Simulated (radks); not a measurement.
# Hf in [Xe] 4f14 5d2 6s2: an all-electron calculation

The task here is to estimate one member of a computed series from the others.

The numbers are computed with radks (a radial shooting solver on a logarithmic mesh, Libxc functionals) version 1 (non-relativistic Kohn-Sham, PBE, spin-unpolarised, spherical densities, point nucleus), except any that are marked as measured or tabulated.

**The atom as given**

- element: hafnium (Z = 72)
- charge: 0
- electrons: 72
- configuration: [Xe] 4f14 5d2 6s2

Outer shells as boxes (Hund's rule):

Hf
```
[Xe] core
4f [↑↓][↑↓][↑↓][↑↓][↑↓][↑↓][↑↓]
5d [↑ ][↑ ][  ][  ][  ]
6s [↑↓]
```

Set-up of the first run:

Input:

```text
Z 72
configuration [Xe] 4f14 5d2 6s2 6p0 7s0 5f0 6d0
relativity non-relativistic
functional pbe,pbe
spin unpolarised
nucleus point
```

The run is started by

```bash
$ python run_ks.py task.json out
```

This one command runs every case of the session in turn.

Among the steps run: Self-consistent calculation.

One table of the session follows, with a row left open; its other results are not shown here.

Sizes of the orbitals, from the radial functions (bohr):

| level | <r> | outermost maximum (interpolated) | 90 % within | nodes |
| --- | --- | --- | --- | --- |
| 1s | 0.02104 | 0.0140 | 0.0374 | 0 |
| 2s | 0.08903 | 0.0761 | 0.136 | 1 |
| 2p | 0.07534 | 0.0591 | 0.122 | 0 |
| 3s | 0.2268 | 0.210 | 0.331 | 2 |
| 3p | 0.2167 | 0.198 | 0.323 | 1 |
| 3d | 0.1904 | 0.156 | 0.295 | 0 |
| 4s | ? | ? | ? | ? |
| 4p | 0.5166 | 0.475 | 0.750 | 2 |
| 4d | 0.5376 | 0.473 | 0.806 | 1 |
| 5s | 1.241 | 1.11 | 1.79 | 4 |
| 5p | 1.392 | 1.20 | 2.04 | 3 |
| 4f | 0.6518 | 0.447 | 1.10 | 0 |
| 6s | 3.780 | 3.20 | 5.60 | 5 |
| 5d | 2.346 | 1.64 | 3.85 | 2 |
| 6p | 5.168 | 4.14 | 7.90 | 4 |

Q: Estimate the row for 4s from the others.

The run gave: <r>: 0.5080; outermost maximum (interpolated): 0.473; 90 % within: 0.729; nodes: 3. In the column «<r>» it lies between 3s (0.2268) and 4p (0.5166).

To keep in mind: Relativity is left out here, which matters for elements this heavy. Spin polarisation and multiplet splitting are left out.
